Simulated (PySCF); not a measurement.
**A gas-phase reaction: GeH4O2 + N2O → GeH4O3 + N2**

What reaction energy should one expect for `[OH][GeH2][OH]` + `[N-]=[N+]=O` → `[OH][GeH]([OH])[OH]` + `N#N`?

Programs: PySCF 2.14.0. All values are calculated, for the isolated system unless a continuum is named. Atoms count from 0, parts from 1.

## Step 1: Starting point

Each species was relaxed by itself at PBE0-D3(BJ)/def2-SVPD.

## Step 2: Reaction energy: wB97M-D3(BJ)/def2-TZVPD

Job settings and geometry (Å):

```
{"job": {"kind": "react", "xc": "wB97M-D3(BJ)", "basis": "def2-TZVPD"}, "charge": 0, "multiplicity": 1}
-1 GeH4O2 charge 0 multiplicity 1
O      0.639130     1.538530    -0.090010
Ge     0.468460    -0.226000    -0.019800
O     -1.300540    -0.426220     0.135170
H     -0.215830     1.979140    -0.046020
H      1.192880    -0.760650     1.226640
H      0.976060    -0.844780    -1.332920
H     -1.627270    -1.327740     0.185880

-1 N2O charge 0 multiplicity 1
N      1.146480    -0.018710    -0.006050
N      0.021710    -0.010650    -0.007660
O     -1.155140    -0.002210    -0.009350

+1 GeH4O3 charge 0 multiplicity 1
O     -0.344460    -1.487890     0.703190
Ge    -0.433580    -0.004540    -0.267080
O     -0.476850     1.378190     0.845180
O      1.046130     0.112620    -1.240470
H     -0.228990    -1.309840     1.642000
H     -1.665260    -0.018630    -1.161690
H      0.326480     1.907160     0.810580
H      1.693290    -0.562910    -1.014180

+1 N2 charge 0 multiplicity 1
N      0.532060     0.100510    -0.089000
N     -0.532070    -0.100510     0.089000
```

With the program's defaults for keys left out, this is: wB97M-D3(BJ)/def2-TZVPD reaction energy of separated species, gas phase.

Launch:

```bash
$ OMP_NUM_THREADS=1 python cluster_run.py task.json out
```

The driver reads the jobs from task.json and runs them one after another.

The program printed:

```text
species 1 (GeH4O2)
coarse grid: 27664 points
cycle   1  E = -2229.8235427191  dE = -4.595e-01  |g| = 1.115e+00  |ddm| = 1.966e+00
cycle   2  E = -2229.7497113160  dE =  7.383e-02  |g| = 1.363e+00  |ddm| = 1.284e+00
cycle   3  E = -2230.0151685915  dE = -2.655e-01  |g| = 5.197e-02  |ddm| = 6.618e-01
cycle   4  E = -2230.0156117127  dE = -4.431e-04  |g| = 3.180e-02  |ddm| = 5.285e-02
cycle   5  E = -2230.0157352679  dE = -1.236e-04  |g| = 6.847e-03  |ddm| = 1.997e-02
cycle   6  E = -2230.0157439550  dE = -8.687e-06  |g| = 1.557e-03  |ddm| = 7.211e-03
final grid: 56944 points
cycle   7  E = -2230.0156522292  dE = -2.553e-07  |g| = 1.761e-03  |ddm| = 2.405e-03
cycle   8  E = -2230.0156519966  dE =  2.327e-07  |g| = 2.186e-03  |ddm| = 1.804e-03
cycle   9  E = -2230.0156527617  dE = -7.651e-07  |g| = 5.842e-05  |ddm| = 9.218e-04
cycle  10  E = -2230.0156527647  dE = -2.955e-09  |g| = 2.859e-05  |ddm| = 1.428e-04
cycle  11  E = -2230.0156527648  dE = -1.778e-10  |g| = 7.756e-06  |ddm| = 3.254e-05
converged SCF energy = -2230.0156527648

species 2 (N2O)
coarse grid: 15424 points
cycle   1  E = -184.6618523550  dE =  6.982e-01  |g| = 8.261e-01  |ddm| = 1.717e+00
cycle   2  E = -184.5841246985  dE =  7.773e-02  |g| = 1.134e+00  |ddm| = 9.885e-01
cycle   3  E = -184.7852494781  dE = -2.011e-01  |g| = 1.175e-01  |ddm| = 4.952e-01
cycle   4  E = -184.7864122403  dE = -1.163e-03  |g| = 8.425e-02  |ddm| = 1.014e-01
cycle   5  E = -184.7877136756  dE = -1.301e-03  |g| = 1.003e-02  |ddm| = 4.527e-02
cycle   6  E = -184.7877339791  dE = -2.030e-05  |g| = 1.578e-03  |ddm| = 1.117e-02
cycle   7  E = -184.7877348707  dE = -8.917e-07  |g| = 4.463e-04  |ddm| = 4.009e-03
final grid: 33192 points
cycle   8  E = -184.7877159898  dE = -2.516e-08  |g| = 5.813e-04  |ddm| = 1.928e-03
cycle   9  E = -184.7877158451  dE =  1.447e-07  |g| = 1.087e-03  |ddm| = 7.543e-04
cycle  10  E = -184.7877160609  dE = -2.158e-07  |g| = 4.351e-05  |ddm| = 5.312e-04
cycle  11  E = -184.7877160614  dE = -5.357e-10  |g| = 2.681e-05  |ddm| = 9.347e-05
converged SCF energy = -184.7877160614

species 3 (GeH4O3)
coarse grid: 32848 points
cycle   1  E = -2305.0829481867  dE = -2.728e-01  |g| = 1.262e+00  |ddm| = 2.132e+00
cycle   2  E = -2305.0254912901  dE =  5.746e-02  |g| = 1.483e+00  |ddm| = 1.455e+00
cycle   3  E = -2305.3336918971  dE = -3.082e-01  |g| = 4.218e-02  |ddm| = 7.420e-01
cycle   4  E = -2305.3341332952  dE = -4.414e-04  |g| = 1.155e-02  |ddm| = 4.804e-02
cycle   5  E = -2305.3341767078  dE = -4.341e-05  |g| = 4.716e-03  |ddm| = 1.573e-02
cycle   6  E = -2305.3341801216  dE = -3.414e-06  |g| = 1.700e-03  |ddm| = 4.699e-03
final grid: 68152 points
cycle   7  E = -2305.3340536735  dE = -4.607e-07  |g| = 1.620e-03  |ddm| = 4.142e-03
cycle   8  E = -2305.3340537161  dE = -4.252e-08  |g| = 1.559e-03  |ddm| = 1.739e-03
cycle   9  E = -2305.3340539493  dE = -2.332e-07  |g| = 8.468e-05  |ddm| = 7.880e-04
cycle  10  E = -2305.3340539516  dE = -2.304e-09  |g| = 6.025e-05  |ddm| = 1.188e-04
cycle  11  E = -2305.3340539525  dE = -9.304e-10  |g| = 5.963e-06  |ddm| = 7.496e-05
converged SCF energy = -2305.3340539525

species 4 (N2)
coarse grid: 10240 points
cycle   1  E = -109.6045714108  dE =  4.456e-02  |g| = 1.682e-01  |ddm| = 1.300e+00
cycle   2  E = -109.6103823916  dE = -5.811e-03  |g| = 7.387e-02  |ddm| = 1.523e-01
cycle   3  E = -109.6112828912  dE = -9.005e-04  |g| = 6.548e-03  |ddm| = 4.575e-02
cycle   4  E = -109.6112970749  dE = -1.418e-05  |g| = 1.069e-03  |ddm| = 1.769e-02
cycle   5  E = -109.6112975552  dE = -4.803e-07  |g| = 2.349e-04  |ddm| = 1.190e-03
final grid: 21984 points
cycle   6  E = -109.6112972145  dE = -3.476e-08  |g| = 7.978e-05  |ddm| = 6.058e-04
cycle   7  E = -109.6112972173  dE = -2.802e-09  |g| = 3.060e-05  |ddm| = 1.425e-04
cycle   8  E = -109.6112972176  dE = -2.829e-10  |g| = 8.402e-06  |ddm| = 5.238e-05
converged SCF energy = -109.6112972176

Reaction energy = -89.276 kcal/mol
```

It took 14 s on 1 thread of AMD EPYC 9B45, shared host; peak memory 0.76 GiB.

Species by species (with the dispersion term, which the log's SCF energies lack):

```
 ν              species  energy (Eh)  HOMO (eV)
-1       [OH][GeH2][OH]  -2230.02043     -10.84
-1          [N-]=[N+]=O   -184.78947     -12.17
+1  [OH][GeH]([OH])[OH]  -2305.34013     -11.41
+1                  N#N   -109.61204     -14.89
```

## Step 3: Reaction energy: PBE0-D3(BJ)/def2-TZVPD

Settings changed since step 2:

```diff
@@ -1,2 +1,2 @@
-{"job": {"kind": "react", "xc": "wB97M-D3(BJ)", "basis": "def2-TZVPD"}, "charge": 0, "multiplicity": 1}
+{"job": {"kind": "react", "xc": "PBE0", "basis": "def2-TZVPD", "disp": "d3bj"}, "charge": 0, "multiplicity": 1}
 -1 GeH4O2 charge 0 multiplicity 1
```

Level: PBE0-D3(BJ)/def2-TZVPD reaction energy of separated species, gas phase.

The program printed:

```text
species 1 (GeH4O2)
coarse grid: 27664 points
cycle   1  E = -2229.3244045767  dE = -3.403e-01  |g| = 1.216e+00  |ddm| = 1.976e+00
cycle   2  E = -2228.8225572347  dE =  5.018e-01  |g| = 2.060e+00  |ddm| = 1.710e+00
cycle   3  E = -2229.5393038726  dE = -7.167e-01  |g| = 1.666e-01  |ddm| = 1.151e+00
cycle   4  E = -2229.5433391303  dE = -4.035e-03  |g| = 6.777e-02  |ddm| = 1.280e-01
cycle   5  E = -2229.5437442493  dE = -4.051e-04  |g| = 1.421e-02  |ddm| = 3.745e-02
cycle   6  E = -2229.5437729470  dE = -2.870e-05  |g| = 6.865e-03  |ddm| = 1.001e-02
cycle   7  E = -2229.5437811018  dE = -8.155e-06  |g| = 9.137e-04  |ddm| = 3.659e-03
final grid: 56944 points
cycle   8  E = -2229.5437724722  dE =  1.215e-07  |g| = 1.327e-03  |ddm| = 2.050e-03
cycle   9  E = -2229.5437719812  dE =  4.910e-07  |g| = 2.155e-03  |ddm| = 1.690e-03
cycle  10  E = -2229.5437727680  dE = -7.868e-07  |g| = 1.634e-04  |ddm| = 1.050e-03
cycle  11  E = -2229.5437727714  dE = -3.452e-09  |g| = 2.427e-05  |ddm| = 9.969e-05
cycle  12  E = -2229.5437727715  dE = -8.413e-11  |g| = 6.934e-06  |ddm| = 1.658e-05
converged SCF energy = -2229.5437727715

species 2 (N2O)
coarse grid: 3216 points
cycle   1  E = -184.4535279034  dE =  7.159e-01  |g| = 7.390e-01  |ddm| = 1.711e+00
cycle   2  E = -184.1503955406  dE =  3.031e-01  |g| = 1.537e+00  |ddm| = 1.024e+00
cycle   3  E = -184.5235218497  dE = -3.731e-01  |g| = 3.651e-01  |ddm| = 7.202e-01
cycle   4  E = -184.5487838705  dE = -2.526e-02  |g| = 9.414e-02  |ddm| = 2.242e-01
cycle   5  E = -184.5504308964  dE = -1.647e-03  |g| = 6.997e-03  |ddm| = 4.642e-02
cycle   6  E = -184.5504380142  dE = -7.118e-06  |g| = 2.067e-03  |ddm| = 4.688e-03
final grid: 33192 points
cycle   7  E = -184.5460658250  dE =  2.287e-05  |g| = 1.443e-02  |ddm| = 4.925e-02
cycle   8  E = -184.5457693969  dE =  2.964e-04  |g| = 4.136e-02  |ddm| = 2.670e-02
cycle   9  E = -184.5461036040  dE = -3.342e-04  |g| = 2.920e-03  |ddm| = 2.052e-02
cycle  10  E = -184.5461051127  dE = -1.509e-06  |g| = 4.856e-04  |ddm| = 1.401e-03
cycle  11  E = -184.5461051503  dE = -3.757e-08  |g| = 8.087e-05  |ddm| = 2.521e-04
cycle  12  E = -184.5461051517  dE = -1.420e-09  |g| = 1.161e-05  |ddm| = 7.082e-05
cycle  13  E = -184.5461051517  dE = -2.933e-11  |g| = 5.719e-07  |ddm| = 7.494e-06
converged SCF energy = -184.5461051517

species 3 (GeH4O3)
coarse grid: 32848 points
cycle   1  E = -2304.4752351870  dE = -1.289e-01  |g| = 1.388e+00  |ddm| = 2.165e+00
cycle   2  E = -2303.9732173906  dE =  5.020e-01  |g| = 2.205e+00  |ddm| = 1.976e+00
cycle   3  E = -2304.7656721505  dE = -7.925e-01  |g| = 1.067e-01  |ddm| = 1.295e+00
cycle   4  E = -2304.7672921858  dE = -1.620e-03  |g| = 5.398e-02  |ddm| = 8.979e-02
cycle   5  E = -2304.7675501490  dE = -2.580e-04  |g| = 6.872e-03  |ddm| = 3.075e-02
cycle   6  E = -2304.7675573703  dE = -7.221e-06  |g| = 1.222e-03  |ddm| = 5.521e-03
final grid: 68152 points
cycle   7  E = -2304.7675177738  dE = -3.036e-08  |g| = 1.532e-03  |ddm| = 3.698e-03
cycle   8  E = -2304.7675173625  dE =  4.114e-07  |g| = 2.206e-03  |ddm| = 2.000e-03
cycle   9  E = -2304.7675181513  dE = -7.888e-07  |g| = 2.387e-04  |ddm| = 1.162e-03
cycle  10  E = -2304.7675181598  dE = -8.504e-09  |g| = 3.789e-05  |ddm| = 1.520e-04
cycle  11  E = -2304.7675181600  dE = -1.924e-10  |g| = 1.137e-05  |ddm| = 2.663e-05
converged SCF energy = -2304.7675181600

species 4 (N2)
coarse grid: 2128 points
cycle   1  E = -109.4495530006  dE =  1.300e-01  |g| = 1.031e-01  |ddm| = 1.274e+00
cycle   2  E = -109.4509865292  dE = -1.434e-03  |g| = 4.736e-02  |ddm| = 1.021e-01
cycle   3  E = -109.4514090524  dE = -4.225e-04  |g| = 9.134e-03  |ddm| = 3.531e-02
cycle   4  E = -109.4514257358  dE = -1.668e-05  |g| = 5.122e-04  |ddm| = 5.403e-03
cycle   5  E = -109.4514257829  dE = -4.712e-08  |g| = 7.834e-05  |ddm| = 4.375e-04
final grid: 21984 points
cycle   6  E = -109.4466154809  dE = -6.524e-06  |g| = 2.543e-03  |ddm| = 6.368e-02
cycle   7  E = -109.4466161405  dE = -6.596e-07  |g| = 1.598e-03  |ddm| = 2.771e-03
cycle   8  E = -109.4466166480  dE = -5.075e-07  |g| = 4.389e-05  |ddm| = 9.890e-04
cycle   9  E = -109.4466166484  dE = -3.841e-10  |g| = 4.625e-06  |ddm| = 5.236e-05
converged SCF energy = -109.4466166484

Reaction energy = -78.235 kcal/mol
```

Run time: 8.7 s. Hardware: 1 thread of AMD EPYC 9B45, shared host; peak memory 0.73 GiB.

Reaction energy at this level: -78.24 kcal/mol.

## Step 4: Comparing the runs

Energies in kcal/mol, with wall time:

| run | reaction | time |
| --- | --- | --- |
| wB97M-D3(BJ)/def2-TZVPD | -89.28 | 14 s |
| PBE0-D3(BJ)/def2-TZVPD | -78.24 | 8.7 s |

## Step 5: Results

```
                                                quantity                      value
               reaction energy (wB97M-D3(BJ)/def2-TZVPD)            -89.28 kcal/mol
                     ΔH, ΔG at 298 K (xTB thermal terms)      -88.9, -88.6 kcal/mol
range of the reaction energy over the runs of this table  -89.28 to -78.24 kcal/mol
```

What this shows: The reaction is exothermic by 88.9 kcal/mol in the gas phase; dispersion gives -0.18, and xTB itself gave -10.13 for the electronic energy (xTB energies and thermal terms come from the earlier relaxation of each species, not shown). No barrier was sought. xTB and this level differ widely in the electronic energy, so what comes from xTB (the thermal terms above all) is less safe here. The reaction energy runs from -89.28 (wB97M-D3(BJ)/def2-TZVPD) to -78.24 kcal/mol (PBE0-D3(BJ)/def2-TZVPD).
